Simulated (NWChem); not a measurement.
# One shape, several levels: C3H3Br (3-bromopropyne)

We compute a comparison of 3 runs (HF/STO-3G, HF/3-21G, B3LYP/6-31G*) of C3H3Br (3-bromopropyne). 

The calculation is run with NWChem 7.3.0.

### 1 The system as given

The species is C3H3Br (7 atoms), meant as a singlet with charge 0. SMILES: `C#CCBr`. The shape is that of a GFN2-xTB optimisation.

Bond lengths: C1–C2 1.197 Å, C2–C3 1.436 Å, C3–Br4 1.980 Å, C1–H5 1.049 Å, C3–H6 1.090 Å, C3–H7 1.090 Å. Angles: C1–C2–C3 177.1°, C2–C3–Br4 111.0°, C2–C1–H5 178.3°, C2–C3–H6 111.5°, C2–C3–H7 111.4°, Br4–C3–H6 106.0°, Br4–C3–H7 105.9°, H6–C3–H7 110.7°.

### 2 Energy and gradient at HF/STO-3G (run 1)

run.py

```python
from ase import Atoms
from ase.calculators.nwchem import NWChem

mol = Atoms(['C', 'C', 'C', 'Br', 'H', 'H', 'H'], positions=[
    [-1.366030, 0.801600, -0.725010],
    [-0.369080, 0.357010, -0.234040],
    [0.793410, -0.240260, 0.359790],
    [0.484730, -2.156680, 0.749450],
    [-2.227860, 1.219050, -1.152820],
    [1.649700, -0.204310, -0.313870],
    [1.035120, 0.223610, 1.316500],
])

calc = NWChem(
    label='c3h3br',
    theory='scf',
    memory='2200 mb',
    basis='STO-3G',
    basispar='spherical bse',
    scf={'nopen': '0', 'rhf': None, 'thresh': '1e-08', 'maxiter': '80'},
)
mol.calc = calc

forces = mol.get_forces()
print("Total energy (eV):", round(mol.get_potential_energy(), 6))
print("forces (eV/A):")
for s, f in zip(mol.symbols, forces):
    print(f"{s:2s} {f[0]:10.5f} {f[1]:10.5f} {f[2]:10.5f}")
print("dipole (e A):", mol.get_dipole_moment().round(4))
```

Run with:

```bash
export ASE_NWCHEM_COMMAND="nwchem PREFIX.nwi > PREFIX.nwo"
python run.py
```

Log:

```text
Total energy (eV): -72342.249104
forces (eV/A):
C     4.01061   -1.62581    1.94848
C    -4.86617    2.15968   -2.40280
C     1.05246   -2.35647    1.03857
Br    0.21710    1.14286   -0.22682
H    -0.75236    0.32946   -0.37770
H     0.13298    0.19756    0.10871
H     0.20543    0.15277   -0.08839
dipole (e A): [ 0.0745  0.305  -0.0516]
```

The calculator wrote c3h3br.nwi:

```
title "c3h3br"

permanent_dir c3h3br

scratch_dir c3h3br

start c3h3br

geometry units angstrom nocenter noautosym noautoz
  C  -1.3660300000000001e+00 8.0159999999999998e-01 -7.2501000000000004e-01
  C  -3.6908000000000002e-01 3.5700999999999999e-01 -2.3404000000000000e-01
  C  7.9340999999999995e-01 -2.4026000000000000e-01 3.5979000000000000e-01
  Br 4.8472999999999999e-01 -2.1566800000000002e+00 7.4944999999999995e-01
  H  -2.2278600000000002e+00 1.2190500000000000e+00 -1.1528200000000000e+00
  H  1.6496999999999999e+00 -2.0430999999999999e-01 -3.1386999999999998e-01
  H  1.0351200000000000e+00 2.2361000000000000e-01 1.3165000000000000e+00
end

memory 2200 mb

basis spherical bse noprint
   * library STO-3G
end

scf
  nopen 0
  rhf
  thresh 1e-08
  maxiter 80
end

task scf gradient
```

c3h3br.nwo:

```text
Northwest Computational Chemistry Package (NWChem) 7.3.0
             --------------------------------------------------------

           Job information
           ---------------

    nwchem branch   = 7.3.0
    use scalapack   = T
    input           = c3h3br.nwi
    prefix          = c3h3br.
    data base       = c3h3br/c3h3br.db
    status          = startup
    nproc           =        1

           Memory information
           ------------------

    heap     =     72089598 doubles =      550.0 Mbytes
    stack    =     72089595 doubles =      550.0 Mbytes
    global   =    144179200 doubles =     1100.0 Mbytes (distinct from heap & stack)
    total    =    288358393 doubles =     2200.0 Mbytes
    verify   = yes
    hardfail = no

[... 135 lines left out ...]
 Convergence threshold     :          1.000E-08
[... 12 lines left out ...]
       Final RHF  results
[... 3 lines left out ...]
      One-electron energy =  -4107.212914627789
[... 1 line left out ...]
 Nuclear repulsion energy =    196.507391818442
[... 44 lines left out ...]
                       ROHF Final Molecular Orbital Analysis
[... 216 lines left out ...]
                 ----------------------------------------
                 |  Time  |  1-e(secs)   |  2-e(secs)   |
                 ----------------------------------------
                 |  CPU   |       0.00   |       0.45   |
                 ----------------------------------------
                 |  WALL  |       0.00   |       0.45   |
                 ----------------------------------------

 Task  times  cpu:        2.9s     wall:        2.9s
 Total times  cpu:        3.0s     wall:        3.0s
```

Run time: 4.2 s. Hardware: 1 thread of Intel Xeon Platinum 8488C (Sapphire Rapids), shared host; peak memory 0.096 GiB.

### 3 Energy and forces at HF/3-21G (run 2)

a.nw

```
start a
title "C3H3Br hf"
memory total 2200 mb

geometry units angstroms noautosym nocenter noautoz
  C       -1.366030       0.801600      -0.725010
  C       -0.369080       0.357010      -0.234040
  C        0.793410      -0.240260       0.359790
  Br       0.484730      -2.156680       0.749450
  H       -2.227860       1.219050      -1.152820
  H        1.649700      -0.204310      -0.313870
  H        1.035120       0.223610       1.316500
end

basis spherical bse
  * library 3-21G
end

scf
  thresh 1e-08
  maxiter 80
  print low
end

task scf gradient
```

Run with:

```bash
nwchem a.nw > a.out
```

Log:

```text
[...]
  functions       =    55
[...]
  wavefunction    = RHF
[...]
         Total SCF energy =  -2674.690464796666
      One-electron energy =  -4115.361169075835
      Two-electron energy =   1244.163312460728
 Nuclear repulsion energy =    196.507391818442
        Time for solution =      2.9s
[...]
                         RHF ENERGY GRADIENTS
    atom               coordinates                        gradient
                 x          y          z           x          y          z
   1 C      -2.581422   1.514804  -1.370070   -0.023884   0.003053  -0.010144
   2 C      -0.697460   0.674651  -0.442271    0.029886  -0.005883   0.012937
   3 C       1.499327  -0.454026   0.679905   -0.015147  -0.009864  -0.003443
   4 Br      0.916007  -4.075534   1.416255   -0.000151   0.008274  -0.002136
   5 H      -4.210045   2.303670  -2.178514    0.002051   0.000586   0.000846
   6 H       3.117481  -0.386090  -0.593128    0.006585  -0.000092  -0.006901
   7 H       1.956093   0.422562   2.487824    0.000661   0.003926   0.008840
 Task  times  cpu:        3.5s     wall:        3.5s
 Total times  cpu:        3.6s     wall:        3.6s
```

It took 4.2 s on 1 thread of Intel Xeon Platinum 8488C (Sapphire Rapids), shared host; peak memory 0.094 GiB.

### 4 Energy and forces at B3LYP/6-31G(d) (Cartesian functions) (run 3)

struct.nw

```
start struct
title "C3H3Br"
memory stack 880 mb heap 220 mb global 1100 mb

geometry units au noautosym nocenter noautoz
 C  -2.58142258  1.51480446 -1.37007034
 C  -0.69746012  0.67465112 -0.44227150
 C   1.49932760 -0.45402560  0.67990456
 Br  0.91600694 -4.07553454  1.41625524
 H  -4.21004524  2.30367063 -2.17851407
 H   3.11748119 -0.38608994 -0.59312834
 H   1.95609331  0.42256166  2.48782444
end

basis
 * library 6-31G*
end

dft
 xc b3lyp
 mult 1
 grid xfine
 convergence energy 1e-08
 iterations 100
 mulliken
end

task dft gradient
```

Run with:

```bash
nwchem struct.nw > struct.out
```

Log:

```text
[...]
          Wavefunction type:  closed shell.
          No. of atoms     :     7
          No. of electrons :    56
[...]
          Charge           :     0
          Spin multiplicity:     1
[...]
          AO basis - number of functions:    86
[...]
              XC Information
              --------------
                         B3LYP Method XC Potential
                     Hartree-Fock (Exact) Exchange  0.200
                        Slater Exchange Functional  0.800 local
                    Becke 1988 Exchange Functional  0.720 non-local
              Lee-Yang-Parr Correlation Functional  0.810
                  VWN I RPA Correlation Functional  0.190 local
[...]
 d= 0,ls=0.0,diis     1  -2689.8560377517 -2.89D+03  1.59D-02  1.79D+00     3.4
[...]
 d= 0,ls=0.0,diis    11  -2689.9280087295 -9.14D-10  9.62D-08  6.85D-11    31.2
         Total DFT energy =    -2689.928008729462
      One electron energy =    -4127.742970234556
           Coulomb energy =     1349.935673437912
    Exchange-Corr. energy =     -108.628089644649
 Nuclear repulsion energy =      196.507377711831
[...]
      Total Density - Mulliken Population Analysis
     ---------------------------------------------
    Atom       Charge   Shell Charges
 -----------   ------   -------------------------------------------------------
    1 C    6     6.45   1.99  0.71  2.02  0.72  1.01 -0.00
    2 C    6     5.63   1.99  0.71  2.04  0.45  0.44 -0.01
    3 C    6     6.49   1.99  0.69  2.07  0.71  1.00  0.03
    4 Br  35    35.07   2.00  1.99  6.00  1.93  5.99  1.63  3.77  0.36  1.32  7.02  2.95  0.13
    5 H    1     0.81   0.52  0.29
    6 H    1     0.78   0.52  0.26
    7 H    1     0.78   0.52  0.26
[...]
  wavefunction    = closed shell
                         DFT ENERGY GRADIENTS
    atom               coordinates                        gradient
                 x          y          z           x          y          z
   1 C      -2.581423   1.514804  -1.370070    0.005774  -0.004988   0.003379
   2 C      -0.697460   0.674651  -0.442272   -0.010166   0.007141  -0.005642
   3 C       1.499328  -0.454026   0.679905   -0.001544  -0.004165   0.000210
   4 Br      0.916007  -4.075535   1.416255   -0.001069   0.006337  -0.001978
   5 H      -4.210045   2.303671  -2.178514    0.012058  -0.005647   0.006068
   6 H       3.117481  -0.386090  -0.593128   -0.002273   0.000527  -0.001719
   7 H       1.956093   0.422562   2.487824   -0.002779   0.000795  -0.000318
[...]
```

Wall time 38 s (1 thread of Intel Xeon Platinum 8488C (Sapphire Rapids), shared host); peak memory 0.14 GiB.

### 5 The series

```csv
run,level,Cartesian functions,iteration cap,energy (Eh),dipole moment (D),HOMO energy (eV),LUMO energy (eV),wall time
1,HF/STO-3G,no,80,-2658.528641,1.53,-8.45,7.54,4.2 s
2,HF/3-21G,no,80,-2674.690465,–,–,–,4.2 s
3,B3LYP/6-31G* (Cartesian functions),yes,100,-2689.928009,1.88,-7.49,-1.05,38 s
```

### 6 Results

| quantity | value |
| --- | --- |
| run 3: total energy | -2689.92801 Eh |
| run 3: dipole moment | 1.88 D |
| run 3: HOMO energy | -7.49 eV |
| run 3: LUMO energy | -1.05 eV |
| run 3: HOMO–LUMO gap | 6.44 eV |
| run 3: largest force on an atom | 0.752 eV/Å |

In words: In run 1 the basis is minimal, so the values are rough. All runs together took 47 s, the longest 38 s.
